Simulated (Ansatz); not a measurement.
# LaFeSiH: the cost of one run

Method: DFT PBE, scalar-relativistic, plane waves, PAW, in Ansatz 0.2.0.

## Step 1: The structure to begin with

The structure is tetragonal, space group P4/nmm (No. 129). The conventional cell has a = 4.031 Å, b = 4.031 Å, c = 7.930 Å, α = 90.00°, β = 90.00°, γ = 90.00°. Around La (site symmetry 4mm) lie 4 H at 2.46 Å. Around Fe (site symmetry -4m2) lie 4 Si at 2.28 Å. Si (site symmetry 4mm) is surrounded by 4 Fe at 2.28 Å. H (site symmetry -4m2) has 4 La at 2.46 Å as nearest neighbours.

Coordinates:

```
La Fe Si H
1.0
     4.03118    0.00000    0.00000
     0.00000    4.03118    0.00000
     0.00000    0.00000    7.92963
La Fe Si H
2 2 2 2
Direct
  0.50000 0.00000 0.67719
  0.00000 0.50000 0.32281
  0.00000 0.00000 0.00000
  0.50000 0.50000 0.00000
  0.50000 0.00000 0.13446
  0.00000 0.50000 0.86554
  0.50000 0.50000 0.50000
  0.00000 0.00000 0.50000
```

An earlier run at PBE left this cell at 16.107 Å³/atom and 0.01 GPa (4×4×2 mesh).

## Step 2: Antiferromagnetic, in the cell as typed

Contents of input.yaml:

```yaml
crystal:
  lattice:
    - [4.0311798594, 0.0, 0.0]
    - [0.0, 4.0311798594, 0.0]
    - [0.0, 0.0, 7.9296330838]
  atoms:
    - { symbol: La, position: [0.5, 0.0, 0.6771871106] }
    - { symbol: La, position: [0.0, 0.5, 0.3228128894] }
    - { symbol: Fe, position: [0.0, 0.0, 0.0], spin: 2.5 }
    - { symbol: Fe, position: [0.5, 0.5, 0.0], spin: -2.5 }
    - { symbol: Si, position: [0.5, 0.0, 0.1344603435] }
    - { symbol: Si, position: [0.0, 0.5, 0.8655396565] }
    - { symbol: H, position: [0.5, 0.5, 0.5] }
    - { symbol: H, position: [0.0, 0.0, 0.5] }
basis:
  ecutwfc: 300
  ecutrho_ratio: 4
kpoints:
  mp_grid: { grid: [4, 4, 2] }
hamiltonian:
  xc: pbe
scf:
  occupations: { method: gaussian, width: 0.05 }
  lower_state_search: "off"
output:
  forces: true
  stress: true
  eigenvalues: true
  populations: true
magnetization:
  spin_polarized: true
```

Launch:

```bash
$ ansatz run input.yaml --threads 2 --pin off --max-ram 5120MiB --backend cpu --events-out ev --progress --plain --runs-dir out
```

Q: Estimate wall time and peak memory on 2 threads of Arm Neoverse V1, shared host.

About 13 s, with a peak of 0.39 GiB.
